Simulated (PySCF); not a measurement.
# CH6FGeN: the cost of one run

Computed with PySCF 2.14.0, with density-fitted response routines of our own, on a single molecule in the gas phase. Atoms are numbered from 0 throughout.

### 1 Starting geometry

10 atoms, charge 0, multiplicity 1; geometry from: GFN2-xTB.

Bonds of the start (Å): C0–N1 1.46, N1–Ge2 1.79, Ge2–F3 1.77, C0–H4 1.09, C0–H5 1.09, C0–H6 1.09, N1–H7 1.01, Ge2–H8 1.49, Ge2–H9 1.49.

### 2 Excited states and response: CAM-B3LYP/def2-SVPD

Job settings and geometry (Å):

```
{"job": {"kind": "uv", "xc": "CAM-B3LYP", "basis": "def2-SVPD", "nstates": 8, "ntriplets": 3}, "charge": 0, "multiplicity": 1}
C     -1.394685    -0.098866    -0.319335
N     -0.247750    -0.396331     0.525162
Ge     1.363279     0.354783     0.304842
F      2.104102    -0.149561    -1.221495
H     -1.417658    -0.701876    -1.232421
H     -1.348403     0.950970    -0.608605
H     -2.318802    -0.268188     0.236876
H     -0.269263    -1.352963     0.850551
H      1.224521     1.828432     0.108744
H      2.313543    -0.161745     1.333153
```

With the program's defaults for keys left out, this is: TDDFT CAM-B3LYP/def2-SVPD, vertical, gas phase, core orbitals frozen in the response.

On the command line:

```bash
OMP_NUM_THREADS=1 python probes_run.py task.json out
```

This one command runs all jobs of the session in turn.

**Question.** How long does this first job take on 1 thread of Arm Neoverse N1, shared host, and how much memory does it need?

About 34 s, with a peak of 0.61 GiB.
